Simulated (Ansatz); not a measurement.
Geometry optimisation, Ansatz, DFT PBE-D3(BJ), scalar-relativistic, plane waves, PAW.

The input (input.yaml):

```yaml
crystal:
  lattice:
    - [7.67918, 0.0, 0.0]
    - [3.83959, 6.650365, 0.0]
    - [0.0, 0.0, 17.868765]
  atoms:
    - { symbol: H, position: [0.16666666, 0.16666666, 0.05596358] }
    - { symbol: H, position: [0.66666664, 0.16666666, 0.05596358] }
    - { symbol: H, position: [0.16666666, 0.66666663, 0.05596358] }
    - { symbol: H, position: [0.66666664, 0.66666663, 0.05596358] }
    - { symbol: Si, position: [0.16666666, 0.16666666, 0.13990894] }
    - { symbol: Si, position: [0.66666664, 0.16666666, 0.13990894] }
    - { symbol: Si, position: [0.16666666, 0.66666663, 0.13990894] }
    - { symbol: Si, position: [0.66666664, 0.66666663, 0.13990894] }
    - { symbol: Si, position: [-0.16666666, 0.33333332, 0.18377056] }
    - { symbol: Si, position: [0.33333332, 0.33333332, 0.18377056] }
    - { symbol: Si, position: [-0.16666666, 0.83333329, 0.18377056] }
    - { symbol: Si, position: [0.33333332, 0.83333329, 0.18377056] }
    - { symbol: Si, position: [-0.16666666, 0.33333332, 0.31535542] }
    - { symbol: Si, position: [0.33333332, 0.33333332, 0.31535542] }
    - { symbol: Si, position: [-0.16666666, 0.83333329, 0.31535542] }
    - { symbol: Si, position: [0.33333332, 0.83333329, 0.31535542] }
    - { symbol: Si, position: [0.0, 0.0, 0.35921704] }
    - { symbol: Si, position: [0.49999998, 0.0, 0.35921704] }
    - { symbol: Si, position: [0.0, 0.49999997, 0.35921704] }
    - { symbol: Si, position: [0.49999998, 0.49999997, 0.35921704] }
    - { symbol: H, position: [0.49999998, 0.0, 0.44036423] }
    - { symbol: H, position: [0.0, 0.49999997, 0.44036423] }
    - { symbol: H, position: [0.49999998, 0.49999997, 0.44036423] }
    - { symbol: O, position: [-0.01169129, 0.67981395, 0.42805224] }
    - { symbol: H, position: [-0.05631679, 0.70783881, 0.48009837] }
basis:
  ecutwfc: 420.0
kpoints:
  mp_grid: { grid: [2, 2, 1] }
hamiltonian:
  xc: pbe
  dispersion: d3bj
  pseudopotentials: { kind: paw, azcp: { folder: soft_1 } }
scf:
  occupations: { method: gaussian, width: 0.02 }
  lower_state_search: "off"
relax:
  f_tol: 0.03
  max_steps: 60
  adjacent_minimum: "off"
  constraints: [{ sites: [0, 1, 2, 3, 4, 5, 6, 7] }]
```

Command:

```bash
$ ansatz run input.yaml --threads 1 --pin off --max-ram 3072MiB --backend cpu --events-out ev --progress --plain --runs-dir out
```

Where does it end, and by what steps?

The run converged. The force dipped under the threshold on the way, but the program's further checks kept it going. Limits of this set-up: thin slab, slab without dipole correction, open-shell adsorbate without spin. After 28 steps the energy has fallen by 5.031 eV; H25 moved furthest, 3.16 Å. Parted: Si19–O24 (1.82 → 4.11 Å). Joined: Si17–O24 (2.79 → 1.68 Å).

| step | energy less start (eV) | largest force component (eV/Å) | accepted |
| --- | --- | --- | --- |
| 0 | 0.0000 | 3.665 | yes |
| 1 | -0.9471 | 2.874 | yes |
| 2 | -1.7846 | 1.946 | yes |
| 3 | -2.3285 | 2.030 | yes |
| 4 | -2.3641 | 4.630 | yes |
| 5 | -2.6304 | 0.761 | yes |
| 6 | -2.7307 | 0.837 | yes |
| 7 | -2.8691 | 0.463 | yes |
| 8 | -3.1068 | 0.815 | yes |
| 9 | -3.3871 | 0.926 | yes |
| 10 | -3.7719 | 1.375 | yes |
| 11 | -4.1537 | 0.652 | yes |
| 12 | -4.4161 | 1.175 | yes |
| 13 | -4.6286 | 0.463 | yes |
| 14 | -4.7705 | 1.192 | yes |
| 15 | -4.8733 | 0.879 | yes |
| 16 | -4.9535 | 0.333 | yes |
| 17 | -4.9976 | 0.210 | yes |
| 18 | -5.0139 | 0.091 | yes |
| 19 | -5.0207 | 0.099 | yes |
| 20 | -4.9971 | 1.307 | no |
| 21 | -5.0251 | 0.092 | yes |
| 22 | -5.0281 | 0.032 | yes |
| 23 | -5.0258 | 0.528 | no |
| 24 | -5.0295 | 0.024 | yes |
| 25 | -5.0302 | 0.117 | yes |
| 26 | -5.0307 | 0.131 | yes |
| 27 | -5.0311 | 0.063 | yes |
| 28 | -5.0313 | 0.006 | yes |

```xyz
25
Lattice="7.6792 0.0000 0.0000 3.8396 6.6504 0.0000 0.0000 0.0000 17.8688" Properties=species:S:1:pos:R:3
H 1.920 1.108 1.000
H 5.759 1.108 1.000
H 3.840 4.434 1.000
H 7.679 4.434 1.000
Si 1.920 1.108 2.500
Si 5.759 1.108 2.500
Si 3.840 4.434 2.500
Si 7.679 4.434 2.500
Si 0.000 2.216 3.254
Si 3.840 2.217 3.259
Si 1.921 5.543 3.262
Si 5.759 5.542 3.253
Si -0.005 2.208 5.596
Si 3.839 2.216 5.603
Si 1.910 5.536 5.610
Si 5.751 5.540 5.594
Si -0.012 -0.009 6.374
Si 3.829 -0.001 6.358
Si 1.914 3.316 6.358
Si 5.760 3.325 6.359
H 3.814 0.001 7.862
H 1.910 3.305 7.862
H 5.764 3.328 7.861
O 3.736 6.584 8.052
H 4.482 6.981 8.528
```

Time of the run: 5.5 min on 1 thread of Arm Neoverse V1, on a shared host, peak memory 0.9 GiB.
